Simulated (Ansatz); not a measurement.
# Mn3AgC: magnetic order and moments

An exercise on one series of results from a longer session: the logs are not shown, and one member is left open.

Method: DFT PBE, scalar-relativistic, plane waves, PAW, in Ansatz 0.2.0.

7 further runs of the same task are left out: 7 that didn't finish.

**The structure to begin with**

Symmetry: Pm-3m, No. 221, cubic system. Conventional cell: a = 3.907 Å, b = 3.907 Å, c = 3.907 Å, α = 90.00°, β = 90.00°, γ = 90.00°. Ag (site symmetry m-3m) is surrounded by 12 Mn at 2.76 Å. C (site symmetry m-3m) has 6 Mn at 1.95 Å as nearest neighbours. Mn (site symmetry 4/mmm) has 2 C at 1.95 Å as nearest neighbours.

Coordinates:

```
Ag C Mn
1.0
     3.90732    0.00000    0.00000
     0.00000    3.90732    0.00000
     0.00000    0.00000    3.90732
Ag C Mn
1 1 3
Direct
  0.00000 0.00000 0.00000
  0.50000 0.50000 0.50000
  0.50000 0.50000 0.00000
  0.50000 0.00000 0.50000
  0.00000 0.50000 0.50000
```

This is a hypothetical structure, made by putting the elements on a prototype's sites.

Set-up of the first run:

(A quick probe on a coarse mesh, which set the mesh and smearing, is not shown.)

Contents of input.yaml:

```yaml
crystal:
  lattice:
    - [3.9073223338, 0.0, 0.0]
    - [0.0, 3.9073223338, 0.0]
    - [0.0, 0.0, 3.9073223338]
  atoms:
    - { symbol: Ag, position: [0.0, 0.0, 0.0], spin: 0.13 }
    - { symbol: C, position: [0.5, 0.5, 0.5], spin: -0.22 }
    - { symbol: Mn, position: [0.5, 0.5, 0.0], spin: 2.6 }
    - { symbol: Mn, position: [0.5, 0.0, 0.5], spin: 2.6 }
    - { symbol: Mn, position: [0.0, 0.5, 0.5], spin: 2.6 }
basis:
  ecutwfc: 420
kpoints:
  mp_grid: { grid: [10, 10, 10] }
hamiltonian:
  xc: pbe
scf:
  occupations: { method: gaussian, width: 0.1 }
output:
  forces: true
  stress: true
  eigenvalues: true
  populations: true
  write_density: true
  write_potential: true
  elf: true
  volumetric_format: npy
magnetization:
  spin_polarized: true
relax:
  adjacent_minimum: "off"
  f_tol: 0.01
  max_steps: 80
  cell: { stress_tol: 0.05 }
```

Run with:

```sh
ansatz run input.yaml --threads 1 --pin off --max-ram 2560MiB --backend cpu --events-out ev --progress --plain --runs-dir out
```

Among the steps run: Full relaxation; Start: no spin polarisation; Start: ferromagnetic; Magnetic start: large parallel starting moments; Magnetic start: ferrimagnetic in the cell, signs ++-; Start: antiferromagnetic, doubled cell, propagation vector (0, 0, 1/2); Start: antiferromagnetic, doubled cell, propagation vector (0, 1/2, 1/2); Start: antiferromagnetic, doubled cell, propagation vector (1/2, 1/2, 1/2); Start: small parallel starting moments.

One of the session's tables, all rows but one given; the rest of the session is left out.

It belongs to the step «The magnetic starts in order of energy». 

| start | energy above the lowest (meV/atom) | pressure (GPa) |
| --- | --- | --- |
| ferromagnetic | 0.00 | 0.0 |
| large parallel starting moments | 0.00 | 0.0 |
| small parallel starting moments | 0.00 | 0.0 |
| antiferromagnetic, doubled cell, propagation vector (0, 1/2, 1/2) | 18.8 | 2.2 |
| antiferromagnetic, doubled cell, propagation vector (0, 0, 1/2) | ? | ? |
| ferrimagnetic in the cell, signs ++- | 49.2 | 0.9 |
| antiferromagnetic, doubled cell, propagation vector (1/2, 1/2, 1/2) | 59.8 | -1.8 |
| no spin | 279 | -17.9 |

Estimate the missing values for antiferromagnetic, doubled cell, propagation vector (0, 0, 1/2).

The run gave: energy above the lowest (meV/atom): 23.6; pressure (GPa): 2.5. In the column «energy above the lowest (meV/atom)» it lies between antiferromagnetic, doubled cell, propagation vector (0, 1/2, 1/2) (18.8) and ferrimagnetic in the cell, signs ++- (49.2).

To keep in mind: Only these starts were tried, so a lower state is not ruled out.
